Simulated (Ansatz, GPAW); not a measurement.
BP: PBE in single-zeta orbitals, run from Python

These are simulated results from GPAW 26.7.0, not measurements. The cell was built from a prototype and was relaxed with r2SCAN in plane waves (Ansatz 0.2.0). Not every such cell is a known phase. All runs are without spin polarisation.

The symmetry is F-43m (No. 216, cubic); a = 4.537 Å in the conventional setting, 11.67 Å³ an atom. B has 4 P at 1.96 Å; P has 4 B at 1.96 Å.

The basis is minimal: single zeta, one radial function for each shell that the log's basis lists. It describes the filled bands fairly and the empty ones poorly.

Input script:

```python
import json
from ase import Atoms
from gpaw import GPAW, PW, FermiDirac

atoms = Atoms(['B', 'P'],
              cell=[[0.0, 2.26831569, 2.26831569], [2.26831569, 0.0, 2.26831569], [2.26831569, 2.26831569, 0.0]],
              scaled_positions=[[0.0, 0.0, 0.0], [0.25, 0.25, 0.25]],
              pbc=True)
calc = GPAW(mode='lcao', basis='sz(dzp)', h=0.2, xc='PBE', kpts={'size': (6, 6, 6), 'gamma': True},
            occupations=FermiDirac(0.02), maxiter=100, legacy_gpaw=True, txt='gpaw.txt')
atoms.calc = calc
res = {'energy': atoms.get_potential_energy(force_consistent=True)}
res['electrons'] = calc.get_number_of_electrons()
res['k'] = calc.get_ibz_k_points().tolist()
res['levels'] = [calc.get_eigenvalues(kpt=i).tolist() for i in range(len(res['k']))]
points = [[0.0, 0.0, 0.0], [-0.5, -0.5, 0.0], [-0.375, -0.375, 0.25], [-0.375, 0.0, 0.375], [0.0, 0.0, 0.5], [-0.5, -0.25, 0.25], [0.0, 0.414062, 0.414062]]
bands = calc.fixed_density(kpts=points, symmetry='off', txt='bands.txt')
res['points'] = [bands.get_eigenvalues(kpt=i).tolist() for i in range(len(points))]
json.dump(res, open('results.json', 'w'))
print('free energy (eV):', round(res['energy'], 5))
```

Command: `python run.py`. It took 3.8 s on 1 thread of Intel(R) Xeon(R) Platinum 8375C CPU @ 2.90GHz (Ice Lake) (shared host), peak memory 0.12 GiB.

The log gpaw.txt, trimmed of paths, versions and times, then the last line on the terminal. An iter line gives the energy in eV and the logarithms of the changes of orbitals (plane waves alone) and density (c: converged):

```
___ ___ ___ _ _ _
 |   |   |_  | | | |

 | | | | | . | | | |

 |__ |  _|___|_____|  26.7.0
 |___|_|

Input parameters:
  basis: sz(dzp)
  h: 0.2
  kpts: {gamma: True,
         size: (6, 6, 6)}
  maxiter: 100
  mode: lcao
  occupations: {fixmagmom: False,
                name: fermi-dirac,
                width: 0.02}
  xc: PBE

System changes: positions, numbers, cell, pbc, initial_charges, initial_magmoms

Initialize ...

species:
  B:
    name:    Boron
    Z:       5.0
    valence: 3
    core:    2
    charge:  0.0  # [|e|]
    compensation charges:
      type: gauss
      rc: 0.20  # [Å]
      lmax: 2
    cutoffs:
      filter: 1.14  # [Å]
      core: 1.38  # [Å]
    projectors
    | kind |    occ | energy [eV] | rcut [Å] |

    |------|--------|-------------|----------|

    |   2s |  2.000 |      -9.443 |    0.635 |

    |   2p |  1.000 |      -3.606 |    0.635 |

    |    s |        |      17.768 |    0.635 |

    |    p |        |      23.605 |    0.635 |

    |    d |        |       0.000 |    0.635 |

    LCAO basis set for B:
      Name: sz(dzp)
      Number of radial functions: 2
      Number of spherical harmonics: 4
        l=0, rc=6.6719 Bohr: 2s-sz confined orbital
        l=1, rc=8.2188 Bohr: 2p-sz confined orbital
      Number of RI-basis functions 0

  P:
    name:    Phosphorus
    Z:       15.0
    valence: 5
    core:    10
    charge:  0.0  # [|e|]
    compensation charges:
      type: gauss
      rc: 0.30  # [Å]
      lmax: 2
    cutoffs:
      filter: 1.69  # [Å]
      core: 1.81  # [Å]
    projectors
    | kind |    occ | energy [eV] | rcut [Å] |

    |------|--------|-------------|----------|

    |   3s |  2.000 |     -13.968 |    0.953 |

    |   3p |  3.000 |      -5.506 |    0.953 |

    |    s |        |      13.244 |    0.953 |

    |    p |        |      21.705 |    0.953 |

    |    d |        |       0.000 |    0.953 |

    LCAO basis set for P:
      Name: sz(dzp)
      Number of radial functions: 2
      Number of spherical harmonics: 4
        l=0, rc=6.0938 Bohr: 3s-sz confined orbital
        l=1, rc=7.7031 Bohr: 3p-sz confined orbital
      Number of RI-basis functions 0

Reference energy: -9972.403226  # eV

Spin-paired calculation

Convergence criteria:
 Maximum [total energy] change in last 3 cyles: 0.0005 eV / valence electron
 Maximum integral of absolute [dens]ity change: 0.0001 electrons / valence electron
 Maximum integral of absolute [eigenst]ate change: 4e-08 eV^2 / valence electron
 Maximum number of scf [iter]ations: 100
 (Square brackets indicate name in SCF output, whereas a 'c' in
 the SCF output indicates the quantity has converged.)

Symmetries present (total): 24

  ( 1  0  0)  ( 1  0  0)  ( 1  0 -1)  ( 1  0 -1)  ( 1 -1  0)  ( 1 -1  0)
  ( 0  1  0)  ( 0  0  1)  ( 0  1 -1)  ( 0  0 -1)  ( 0 -1  1)  ( 0 -1  0)
  ( 0  0  1)  ( 0  1  0)  ( 0  0 -1)  ( 0  1 -1)  ( 0 -1  0)  ( 0 -1  1)

  ( 0  1  0)  ( 0  1  0)  ( 0  1 -1)  ( 0  1 -1)  ( 0  0  1)  ( 0  0  1)
  ( 1  0  0)  ( 0  0  1)  ( 1  0 -1)  ( 0  0 -1)  ( 1  0  0)  ( 0  1  0)
  ( 0  0  1)  ( 1  0  0)  ( 0  0 -1)  ( 1  0 -1)  ( 0  1  0)  ( 1  0  0)

  ( 0  0 -1)  ( 0  0 -1)  ( 0 -1  1)  ( 0 -1  1)  ( 0 -1  0)  ( 0 -1  0)
  ( 1  0 -1)  ( 0  1 -1)  ( 1 -1  0)  ( 0 -1  0)  ( 1 -1  0)  ( 0 -1  1)
  ( 0  1 -1)  ( 1  0 -1)  ( 0 -1  0)  ( 1 -1  0)  ( 0 -1  1)  ( 1 -1  0)

  (-1  1  0)  (-1  1  0)  (-1  0  1)  (-1  0  1)  (-1  0  0)  (-1  0  0)
  (-1  0  1)  (-1  0  0)  (-1  1  0)  (-1  0  0)  (-1  1  0)  (-1  0  1)
  (-1  0  0)  (-1  0  1)  (-1  0  0)  (-1  1  0)  (-1  0  1)  (-1  1  0)

216 k-points: 6 x 6 x 6 Monkhorst-Pack grid + [1/12,1/12,1/12]
16 k-points in the irreducible part of the Brillouin zone
       k-points in crystal coordinates                weights
   0:     0.00000000    0.00000000    0.00000000          1/216
   1:     0.16666667    0.16666667    0.00000000          6/216
   2:     0.16666667    0.16666667    0.16666667          8/216
   3:     0.33333333    0.16666667    0.16666667         12/216
   4:     0.33333333    0.33333333   -0.33333333         12/216
   5:     0.33333333    0.33333333    0.00000000          6/216
   6:     0.33333333    0.33333333    0.16666667         24/216
   7:     0.33333333    0.33333333    0.33333333          8/216
   8:     0.50000000    0.33333333   -0.33333333         24/216
   9:     0.50000000    0.33333333   -0.16666667         12/216
          ...
  15:     0.50000000    0.50000000    0.50000000          4/216

Wave functions: LCAO
  Diagonalizer: Serial LAPACK
  Atomic Correction: dense with blas
  Data-type: complex

Occupation numbers: Fermi-Dirac:
  width: 0.0200  # eV

Eigensolver
   LCAO using direct dense diagonalizer

Densities:
  Coarse grid: 12*12*12 grid
  Fine grid: 24*24*24 grid
  Total Charge: 0.000000

Density mixing:
  Method: separate
  Backend: msr1
  Linear mixing parameter: 0.05
  old densities: 10
  Width of damping distribution: 1.1
  Damping of long wavelength oscillations: 20

Hamiltonian:
  XC and Coulomb potentials evaluated on a 24*24*24 grid
  Using the PBE Exchange-Correlation functional
  Interpolation: tri-quintic (5. degree polynomial)
  Poisson solver: FastPoissonSolver using
    Stencil: 12*3+1=37 point O(h^6) finite-difference Laplacian
    FFT axes: [np.int64(0), np.int64(1), np.int64(2)]
    FST axes: []

XC parameters: PBE with 2 nearest neighbor stencil

Memory estimate:
  Process memory now: 113.46 MiB
  Calculator: 3.80 MiB
    Density: 2.15 MiB
      Arrays: 0.34 MiB
      Localized functions: 1.55 MiB
      Mixer: 0.26 MiB
    Hamiltonian: 0.34 MiB
      Arrays: 0.22 MiB
      XC: 0.00 MiB
      Poisson: 0.00 MiB
      vbar: 0.12 MiB
    Wavefunctions: 1.30 MiB
      C [qnM]: 0.02 MiB
      S, T [2 x qmm]: 0.03 MiB
      P [aqMi]: 0.00 MiB
      BasisFunctions: 1.25 MiB
      Eigensolver: 0.00 MiB

Total number of cores used: 1

Number of atoms: 2
Number of atomic orbitals: 8
Number of bands in calculation: 8
Number of valence electrons: 8
Bands to converge: occupied
Positions:
   0 B      0.000000    0.000000    0.000000    ( 0.0000,  0.0000,  0.0000)
   1 P      1.134158    1.134158    1.134158    ( 0.0000,  0.0000,  0.0000)

Unit cell:
           periodic     x           y           z      points  spacing
  1. axis:    yes    0.000000    2.268316    2.268316    12     0.2183
  2. axis:    yes    2.268316    0.000000    2.268316    12     0.2183
  3. axis:    yes    2.268316    2.268316    0.000000    12     0.2183

  Lengths:   3.207883   3.207883   3.207883
  Angles:   60.000000  60.000000  60.000000

Effective grid spacing dv^(1/3) = 0.2382

iter:   1   -11.339498        c
iter:   2   -11.274120        c -0.90
iter:   3   -11.051378        c -0.95
iter:   4   -11.053750        c -1.64
iter:   5   -11.054631c       c -1.91
iter:   6   -11.054630c       c -3.17
iter:   7   -11.054630c       c -4.11c

Converged after 7 iterations.

Energy contributions relative to reference atoms: (reference = -9972.403226)

Kinetic:         +4.956517
Potential:       -3.343324
External:        +0.000000
XC:             -12.808279
Entropy (-ST):   -0.000000
Local:           +0.140456
SIC:             +0.000000
--------------------------
Free energy:    -11.054630
Extrapolated:   -11.054630

Showing only first 2 kpts
 Kpt  Band  Eigenvalues  Occupancy
  0     2      8.24902    2.00000
  0     3      8.24902    2.00000
  0     4     12.43032    0.00000
  0     5     12.43032    0.00000

  1     2      6.30520    2.00000
  1     3      6.30952    2.00000
  1     4     11.73658    0.00000
  1     5     15.35939    0.00000

Fermi level: 9.50841

Gap: 3.003 eV
Transition (v -> c):
  (s=0, k=0, n=3, [0.00, 0.00, 0.00]) -> (s=0, k=5, n=4, [0.33, 0.33, 0.00])
Direct/indirect transitions are different
Direct gap: 4.181 eV
Transition at: (s=0, k=0, n=3, [0.00, 0.00, 0.00])

free energy (eV): -11.05463
```

The gap in the log is over the mesh alone; results.json adds the listed points. PBE in single-zeta orbitals gives a gap of 3.00 eV. On the same cell, plane-wave PBE (Ansatz, 10×10×10 k points and the special points) gives a gap of 1.24 eV and r2SCAN a gap of 1.41 eV; on shared hosts these took about 1.4 and 2.5 core-seconds on the 2-atom cell, against 3.8 for the script. Semilocal gaps usually lie below measured ones.
